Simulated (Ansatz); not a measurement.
# ZnBr: the cost of one run

Method: DFT PBE, scalar-relativistic, plane waves, PAW, in Ansatz 0.2.0.

1 further run of the same task is left out (it didn't finish).

### 1 Starting point

It takes space group R-3m (No. 166, trigonal). The conventional cell has a = 3.473 Å, b = 3.473 Å, c = 26.708 Å, α = 90.00°, β = 90.00°, γ = 120.00°. Zn (site symmetry 3m) has 3 Br at 2.59 Å as nearest neighbours. Br (site symmetry 3m) has 3 Zn at 2.59 Å as nearest neighbours.

Structure file:

```cif
data_structure
_symmetry_space_group_name_H-M 'R-3m:H'
_symmetry_Int_Tables_number 166
_cell_length_a 3.4727
_cell_length_b 3.4727
_cell_length_c 26.7078
_cell_angle_alpha 90.000
_cell_angle_beta 90.000
_cell_angle_gamma 120.000
_cell_volume 278.94
loop_
_atom_site_label
_atom_site_type_symbol
_atom_site_symmetry_multiplicity
_atom_site_Wyckoff_symbol
_atom_site_fract_x
_atom_site_fract_y
_atom_site_fract_z
_atom_site_occupancy
Zn1 Zn 6 c 0.33333 0.66667 0.88037 1
Br1 Br 6 c 0.66667 0.33333 0.72473 1
```

This is candidate A: ScCl type (R-3m, No. 166).

(A quick probe on a coarse mesh, which set the mesh and smearing, is not shown.)

### 3 Coarse relaxation (candidate A)

File input.yaml:

```yaml
crystal:
  lattice:
    - [1.7363573315, 1.0024863728, 8.9025943271]
    - [-1.7363573315, 1.0024863728, 8.9025943271]
    - [0.0, -2.0049727456, 8.9025943271]
  atoms:
    - { symbol: Zn, position: [0.2137, 0.2137, 0.2137] }
    - { symbol: Zn, position: [0.7863, 0.7863, 0.7863] }
    - { symbol: Br, position: [0.3914, 0.3914, 0.3914] }
    - { symbol: Br, position: [0.6086, 0.6086, 0.6086] }
basis:
  ecutwfc: 420
kpoints:
  mp_grid: { grid: [6, 6, 6] }
hamiltonian:
  xc: pbe
scf:
  occupations: { method: gaussian, width: 0.1 }
  lower_state_search: "off"
output:
  forces: true
  stress: true
  eigenvalues: true
relax:
  adjacent_minimum: "off"
  f_tol: 0.04
  max_steps: 70
  cell: { stress_tol: 0.4 }
```

The run is started by

```
$ ansatz run input.yaml --threads 1 --pin off --max-ram 2560MiB --backend cpu --events-out ev --progress --plain --runs-dir out
```

Q: Estimate wall time and peak memory on 1 thread of AMD EPYC 7R43 (Zen 3), shared host.

About 53 s, with a peak of 0.44 GiB.
